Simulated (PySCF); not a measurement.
# C3H8Si: the cost of one run

Programs: PySCF 2.14.0, with density-fitted response routines of our own. Each step states its level of theory. These are calculated values for one molecule in the gas phase, unless marked as measured. Atoms count from 0, in the outputs and in this text.

**1. Starting geometry**

12 atoms, charge 0, multiplicity 1; geometry from: GFN2-xTB. The atoms were then displaced at random by about 0.01 Å, so the start is not that level's minimum.

Bonds of the start (Å): C0–Si1 1.91, Si1–C2 1.90, C2–C3 1.54, C3–Si1 1.85, C0–H4 1.06, C0–H5 1.10, C0–H6 1.10, Si1–H7 1.45, C2–H8 1.07, C2–H9 1.06, C3–H10 1.12, C3–H11 1.07.

**2. Geometry optimisation at PBE0-D3(BJ)/def2-SVP**

What the job is given:

```
{"job": {"xc": "PBE0", "basis": "def2-SVP", "d3": "d3bj", "grid": 1, "shake": 0.01, "kind": "geom"}, "charge": 0, "multiplicity": 1}
C      1.893640     0.200950    -0.156750
Si     0.223030    -0.189010     0.673900
C     -1.227830    -0.814680    -0.375690
C     -1.313680     0.657880     0.075930
H      2.537610    -0.637160    -0.160480
H      1.719980     0.524950    -1.197840
H      2.388250     1.040410     0.347810
H      0.317780    -0.596050     2.064320
H     -1.933080    -1.492760     0.069210
H     -1.093460    -0.970980    -1.420530
H     -2.163020     0.856380     0.777080
H     -1.309540     1.391820    -0.705980
```

Launch:

```
OMP_NUM_THREADS=1 python probes_run.py task.json out
```

One launch serves the whole session: the jobs run in the order shown.

Q: Estimate the wall time and peak memory of this first job on 1 thread of Arm Neoverse V1, shared host.

About 31 s, with a peak of 0.41 GiB.
